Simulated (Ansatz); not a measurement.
# C (Carbon): the cost of one run

Program: Ansatz 0.2.0, driven from Python. Level of theory: DFT PBE, plane waves, PAW. These are calculated values, not measurements.

A COD entry behind a cell of this session may itself be a prediction, so a difference from it is no test against experiment.

### 1 The system

Symmetry: P6_3/mmc, No. 194, hexagonal system. The conventional cell has a = 2.522 Å, b = 2.522 Å, c = 4.119 Å, α = 90.00°, β = 90.00°, γ = 120.00°. C (site symmetry 3m) has 4 C at 1.54 Å as nearest neighbours.

No structure file is read: the coordinates are typed or built in the script.

### 2 Script

eos_c.py

```python
from dataclasses import dataclass

import ansatz as az
import numpy as np
from pymatgen.analysis.eos import EOS


@dataclass
class RunConfig:
    ecut: int = 510
    sigma: float = 0.1
    kgrid: tuple[int, ...] = (12, 12, 7)


cfg = RunConfig()

vectors0 = np.array([
    [2.5221, 0.0, 0.0],
    [-1.26105, 2.184203, 0.0],
    [0.0, 0.0, 4.1186],
])
sites = [
    ("C", [1 / 3, 2 / 3, 0.0625]),
    ("C", [2 / 3, 1 / 3, 0.5625]),
    ("C", [1 / 3, 2 / 3, 0.4375]),
    ("C", [2 / 3, 1 / 3, 0.9375]),
]


def build(cell):
    crystal = az.Crystal(lattice=az.Lattice.of(cell))
    for symbol, position in sites:
        crystal = crystal.atom(symbol, position)
    return crystal

volumes, energies = [], []
for scale in np.linspace(0.88, 1.12, 7):
    cell = vectors0 * scale ** (1 / 3)
    base = (
        build(cell).calculation()
        .basis(cfg.ecut)
        .occupations(az.OccupationsMethod.COLD, width=cfg.sigma)
        .functional(az.Functional.PBE)
        .kpoints(*cfg.kgrid)
    )
    report = base.run(threads=1, backend="cpu").report
    volumes.append(abs(np.linalg.det(cell)) / len(sites))
    energies.append(report["free_energy_ev"] / len(sites))
    print(f"V = {volumes[-1]:8.4f} A^3/atom  F = {energies[-1]:.5f} eV/atom")

for form in ["murnaghan"]:
    fit = EOS(eos_name=form).fit(volumes, energies)
    print(f"{form:18s} V0 {fit.v0:8.4f} A^3/atom  B0 {fit.b0_GPa:7.1f} GPa  B1 {fit.b1:5.2f}")
```

### 3 The run

The run is started by

```
$ python eos_c.py
```

**Question.** How long does this script take on 1 thread of Arm Neoverse V2, shared host, and how much memory does it need?

About 7.3 s, with a peak of 0.43 GiB.
